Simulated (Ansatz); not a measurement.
# Cu4Si3: the cost of one run

Method: DFT PBE, scalar-relativistic, plane waves, PAW, in Ansatz 0.2.0.

### 1 The structure to begin with

Symmetry: P-43m, No. 215, cubic system. Conventional cell: a = 4.699 Å, b = 4.699 Å, c = 4.699 Å, α = 90.00°, β = 90.00°, γ = 90.00°. Around Si (site symmetry -42m) lie 4 Cu at 2.12 Å. Around Cu (site symmetry 3m) lie 3 Si at 2.12 Å.

As a file:

```cif
data_structure
_symmetry_space_group_name_H-M 'P-43m'
_symmetry_Int_Tables_number 215
_cell_length_a 4.6985
_cell_length_b 4.6985
_cell_length_c 4.6985
_cell_angle_alpha 90.000
_cell_angle_beta 90.000
_cell_angle_gamma 90.000
_cell_volume 103.73
loop_
_atom_site_label
_atom_site_type_symbol
_atom_site_symmetry_multiplicity
_atom_site_Wyckoff_symbol
_atom_site_fract_x
_atom_site_fract_y
_atom_site_fract_z
_atom_site_occupancy
Si1 Si 3 d 0.00000 0.00000 0.50000 1
Cu1 Cu 4 e 0.72378 0.27622 0.27622 1
```

The cell is invented: species swapped into a database cell of Si3As4 (P-43m, No. 215), with Cu on the As sites. The dimensions are guesses.

### 2 Probe: one point on a coarse mesh

input.yaml reads:

```yaml
crystal:
  lattice:
    - [4.6985407, 0.0, 0.0]
    - [0.0, 4.6985407, 0.0]
    - [0.0, 0.0, 4.6985407]
  atoms:
    - { symbol: Si, position: [0.0, 0.0, 0.5] }
    - { symbol: Si, position: [0.5, 0.0, 0.0] }
    - { symbol: Si, position: [0.0, 0.5, 0.0] }
    - { symbol: Cu, position: [0.72377767, 0.27622233, 0.27622233] }
    - { symbol: Cu, position: [0.27622233, 0.72377767, 0.27622233] }
    - { symbol: Cu, position: [0.27622233, 0.27622233, 0.72377767] }
    - { symbol: Cu, position: [0.72377767, 0.72377767, 0.72377767] }
basis:
  ecutwfc: 420
kpoints:
  mp_grid: { grid: [4, 4, 4] }
hamiltonian:
  xc: pbe
scf:
  occupations: { method: gaussian, width: 0.1 }
  lower_state_search: "off"
output:
  forces: true
  stress: true
  eigenvalues: true
```

Launch:

```console
> ansatz run input.yaml --threads 1 --pin off --max-ram 2048MiB --backend cpu --events-out ev --progress --plain --runs-dir out
```

**Question.** How long does this run take on 1 thread of Arm Neoverse V1, shared host, and how much memory does it need?

About 5.4 s, with a peak of 0.32 GiB.
